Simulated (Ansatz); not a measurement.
This script drives the Ansatz DFT code, driven from Python.

The script, `bend.py`:
```python
"""Bending curve of CuH3OS."""

from dataclasses import dataclass

import ansatz as az
from ase import Atoms


@dataclass(frozen=True)
class RunConfig:
    basis: str = "def2-SVP"
    xc: str = "r2scan0"
    force_tol: float = 0.02


settings = RunConfig()

atoms = Atoms(["O", "Cu", "S", "H", "H", "H"], positions=[
    [0.345, 0.5181, -1.281],
    [0.3246, -1.0645, -0.3544],
    [0.0755, -1.1993, 1.7098],
    [-0.6032, 0.4478, -1.1687],
    [0.5516, 1.2348, -0.6355],
    [-0.6514, -0.0009, 1.6836],
])

# relax first, so that the scan starts from a minimum
first = (
    az.Crystal.molecule_from_ase(atoms).calculation()
    .basis(gaussian=settings.basis)  # the orbital basis, by name
    .functional(settings.xc)
    .accuracy("medium")
    .relax(force_tolerance=settings.force_tol, max_steps=80)  # relax until the tolerances are met
)
atoms.positions = first.run(threads=1, pin="off").report["positions_ang"]

rows = []
for angle in [85, 95, 105, 115, 125, 140, 160]:
    bent = atoms.copy()
    bent.set_angle(1, 2, 5, angle, indices=[5])
    setup = (
        az.Crystal.molecule_from_ase(bent).calculation()
        .basis(gaussian=settings.basis)  # atom-centred Gaussian functions
        .functional(settings.xc)
        .accuracy("medium")  # preset for grids and thresholds
    )
    rows.append((angle, setup.run(threads=1, pin="off").report["free_energy_ev"]))
floor = min(e for _, e in rows)
for angle, e in rows:
    print(f"angle Cu1-S2-H5 = {angle:3d} deg   {1000 * (e - floor):9.1f} meV")
```

It is started by `python bend.py`. Estimate its wall time and peak memory on 1 thread of Arm Neoverse V1, on a shared host.

It took about 100 s, with a peak of 0.26 GiB, for 8 runs of the engine.

```console
$ python bend.py
angle Cu1-S2-H5 =  85 deg        22.9 meV
angle Cu1-S2-H5 =  95 deg         0.0 meV
angle Cu1-S2-H5 = 105 deg        38.3 meV
angle Cu1-S2-H5 = 115 deg       139.2 meV
angle Cu1-S2-H5 = 125 deg       297.5 meV
angle Cu1-S2-H5 = 140 deg       609.5 meV
angle Cu1-S2-H5 = 160 deg      1028.6 meV
```

These settings explore the input space; basis and method may be short of convergence. The scan is rigid, and the energies are electronic, in a modest basis. The zero is the lowest point of the grid, which needn't be the minimum.

(A comment or docstring line of the script was reworded after the run, the code is as it ran; lines on the test bed's own set-up are left out of the output.)
